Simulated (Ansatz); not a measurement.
I need a geometry optimisation of C3H5BO, SMILES C#CB(C)O. Use the Python package of Ansatz (0.2.0). Use: PBE0, 6-31G* basis, multiplicity 1.

```csv
atom,x (Å),y (Å),z (Å)
C,-0.9320,2.1503,0.6652
C,-0.3506,1.2040,0.3798
B,0.4269,-0.0507,0.0191
C,-0.2115,-1.4275,-0.1859
O,1.9162,0.0166,-0.0972
H,-1.5370,3.0788,0.8916
H,0.4811,-2.2290,-0.4132
H,-0.9644,-1.3301,-1.0306
H,-0.8306,-1.6956,0.7843
H,2.0849,0.2320,-1.0101
```

Script `opt_c3h5bo.py`:
```python
import itertools

import ansatz as az
from ase.data import atomic_numbers, covalent_radii
import numpy as np


def main() -> None:
    geometry_ang = [
        ('C', (-0.932, 2.1503, 0.6652)),
        ('C', (-0.3506, 1.204, 0.3798)),
        ('B', (0.4269, -0.0507, 0.0191)),
        ('C', (-0.2115, -1.4275, -0.1859)),
        ('O', (1.9162, 0.0166, -0.0972)),
        ('H', (-1.537, 3.0788, 0.8916)),
        ('H', (0.4811, -2.229, -0.4132)),
        ('H', (-0.9644, -1.3301, -1.0306)),
        ('H', (-0.8306, -1.6956, 0.7843)),
        ('H', (2.0849, 0.232, -1.0101)),
    ]
    mol = az.Crystal.molecule()
    for symbol, xyz in geometry_ang:
        mol = mol.atom(symbol, xyz)

    calc = (
        mol.calculation()
        .basis(gaussian='6-31G*')
        .functional('PBE0')
    )
    symbols = [site.symbol for site in mol.cartesian_sites]
    start = np.array([site.position_ang for site in mol.cartesian_sites], dtype=float)
    def progress(event):
        if event['event'] == 'relax_step':
            row = event['data']
            print(f'step {row["step"]:3d}  E = {row["lagrangian_ev"]:.6f} eV  largest force component {row["allowed_force_max_ev_ang"]:.4f} eV/A')


    data = calc.relax(force_tolerance=0.01, max_steps=100).session().plan().execute(on_event=progress).report
    end = np.array(data['positions_ang'])

    print('reference energy %16.6f eV' % data['reference_energy_ev'])
    print('total energy     %16.6f eV' % data['free_energy_ev'])
    print('occupied orbitals outside the frozen core (up, down):', data['n_occupied'], ' frozen:', data['n_frozen'], ' virtual:', data['n_virtual'])

    radius = [covalent_radii[atomic_numbers[s]] for s in symbols]
    span = lambda where, i, j: np.linalg.norm(where[i] - where[j])
    bonded = [(i, j) for i, j in itertools.combinations(range(len(symbols)), 2) if min(span(start, i, j), span(end, i, j)) < 1.2 * (radius[i] + radius[j])]
    print('pair        before    after (A)')
    for i, j in bonded:
        print(f'{symbols[i]}{i}-{symbols[j]}{j}'.ljust(10), f'{span(start, i, j):8.4f} {span(end, i, j):8.4f}')
    for first, second in list(itertools.combinations(bonded, 2)):
        shared = set(first) & set(second)
        if shared and symbols[(j := shared.pop())] != 'H':
            i, k = sorted((set(first) | set(second)) - {j})
            u, v = end[i] - end[j], end[k] - end[j]
            angle = np.degrees(np.arccos(np.clip(u @ v / np.linalg.norm(u) / np.linalg.norm(v), -1, 1)))
            print(f'final angle {symbols[i]}{i}-{symbols[j]}{j}-{symbols[k]}{k}: {angle:.2f} deg')
    with open('c3h5bo_opt.xyz', 'w') as handle:
        handle.write(f'{len(symbols)}\nrelaxed C3H5BO\n')
        handle.writelines(f'{s:2s} {x:11.6f} {y:11.6f} {z:11.6f}\n' for s, (x, y, z) in zip(symbols, end))


if __name__ == '__main__':
    main()
```

```console
$ python opt_c3h5bo.py
step   1  E = -5907.100493 eV  largest force component 8.9521 eV/A
step   2  E = -5907.733836 eV  largest force component 1.9701 eV/A
step   3  E = -5907.840051 eV  largest force component 1.8565 eV/A
step   4  E = -5907.948579 eV  largest force component 2.7811 eV/A
step   5  E = -5908.208651 eV  largest force component 1.6776 eV/A
step   6  E = -5908.425306 eV  largest force component 0.4569 eV/A
step   7  E = -5908.446987 eV  largest force component 0.4930 eV/A
step   8  E = -5908.478951 eV  largest force component 0.2459 eV/A
step   9  E = -5908.484706 eV  largest force component 0.0815 eV/A
step  10  E = -5908.486534 eV  largest force component 0.0380 eV/A
step  11  E = -5908.485856 eV  largest force component 0.1749 eV/A
step  12  E = -5908.487001 eV  largest force component 0.0719 eV/A
step  13  E = -5908.487233 eV  largest force component 0.0907 eV/A
step  14  E = -5908.487827 eV  largest force component 0.0166 eV/A
step  15  E = -5908.487772 eV  largest force component 0.0598 eV/A
step  16  E = -5908.487905 eV  largest force component 0.0077 eV/A
step  17  E = -5908.488038 eV  largest force component 0.0086 eV/A
step  18  E = -5908.488063 eV  largest force component 0.0121 eV/A
step  19  E = -5908.488076 eV  largest force component 0.0088 eV/A
reference energy     -5908.488094 eV
total energy         -5908.488094 eV
occupied orbitals outside the frozen core (up, down): [18, 18]  frozen: 0  virtual: [67, 67]
pair        before    after (A)
C0-C1        1.1467   1.2140
C0-H5        1.1311   1.0686
C1-B2        1.5195   1.5418
B2-C3        1.5314   1.5677
B2-O4        1.4953   1.3618
C3-H6        1.0834   1.0942
C3-H7        1.1357   1.0977
C3-H8        1.1817   1.0977
O4-H9        0.9530   0.9663
final angle C1-C0-H5: 179.43 deg
final angle C0-C1-B2: 179.39 deg
final angle C1-B2-C3: 122.12 deg
final angle C1-B2-O4: 119.02 deg
final angle C3-B2-O4: 118.86 deg
final angle B2-C3-H6: 112.08 deg
final angle B2-C3-H7: 110.67 deg
final angle B2-C3-H8: 110.74 deg
final angle B2-O4-H9: 111.54 deg
final angle H6-C3-H7: 108.65 deg
final angle H6-C3-H8: 108.69 deg
final angle H7-C3-H8: 105.79 deg
```

`c3h5bo_opt.xyz`, as written:
```text
10
relaxed C3H5BO
C    -0.854585    2.195067    0.559549
C    -0.288321    1.164896    0.256601
B     0.445002   -0.135279   -0.129213
C    -0.282357   -1.523594   -0.164033
O     1.767271   -0.077854   -0.449806
H    -1.362146    3.096630    0.827072
H     0.392289   -2.334165   -0.455604
H    -1.127150   -1.500903   -0.864621
H    -0.714054   -1.761000    0.816856
H     2.107052    0.825002   -0.393800
```

Caveats:
- Total energies depend on the basis set; only differences at equal settings carry meaning.
- The end point is the stationary point reached from this start; no frequency run checks that it is a minimum, and the basis set is modest.
- Run time: 72 s on 1 thread of Arm Neoverse V1, with other jobs on the host, peak memory 0.24 GiB.
